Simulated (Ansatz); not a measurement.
# Mg2NCl: the cost of one run

Computed with Ansatz 0.2.0 (DFT r2SCAN, scalar-relativistic, plane waves, PAW).

## 1. The structure to begin with

Symmetry: R-3m, No. 166, trigonal system. The conventional cell has a = 3.321 Å, b = 3.321 Å, c = 18.009 Å, α = 90.00°, β = 90.00°, γ = 120.00°. Mg (site symmetry 3m) has 3 N at 2.17 Å and 3 Cl at 2.76 Å as nearest neighbours. N (site symmetry -3m) is surrounded by 6 Mg at 2.17 Å. Cl (site symmetry -3m) has 6 Mg at 2.76 Å as nearest neighbours.

Structure file:

```xyz
4
Lattice="1.6607 0.9588 6.0030 -1.6607 0.9588 6.0030 0.0000 -1.9176 6.0030" Properties=species:S:1:pos:R:3 pbc="T T T"
Mg    0.0000    0.0000    4.0127
Mg    0.0000    0.0000   13.9963
N     0.0000    0.0000    9.0045
Cl    0.0000    0.0000    0.0000
```

The structure comes from the Materials Project (structure only).

## 2. Another functional, on a distorted cell: r2SCAN

Against the listed cell: strain xx, yy, zz, yz, xz, xy = +6.4, +6.4, +0.4, +0.0, +0.0, +0.0 %; atoms moved by 0.15 Å root mean square, at most 0.21 Å.

input.yaml reads:

```yaml
crystal:
  lattice:
    - [1.7676467595, 1.0205513324, 6.0295101583]
    - [-1.7676467595, 1.0205513324, 6.0295101583]
    - [0.0, -2.0411026649, 6.0295101583]
  atoms:
    - { symbol: Mg, position: [0.2110357315, 0.2110357315, 0.2110357315] }
    - { symbol: Mg, position: [0.7889642685, 0.7889642685, 0.7889642685] }
    - { symbol: "N", position: [0.5, 0.5, 0.5] }
    - { symbol: Cl, position: [0.0, 0.0, 0.0] }
basis:
  ecutwfc: 500
kpoints:
  mp_grid: { grid: [9, 9, 9] }
hamiltonian:
  xc: r2scan
scf:
  occupations: { method: gaussian, width: 0.02 }
output:
  forces: true
  stress: true
  eigenvalues: true
```

Run with:

```
$ ansatz run input.yaml --threads 1 --pin off --max-ram 1331MiB --backend cpu --events-out ev --progress --plain --runs-dir out
```

**Question.** How long does this run take on 1 thread of an Arm CPU, shared host, and how much memory does it need?

About 27 s, with a peak of 0.59 GiB.
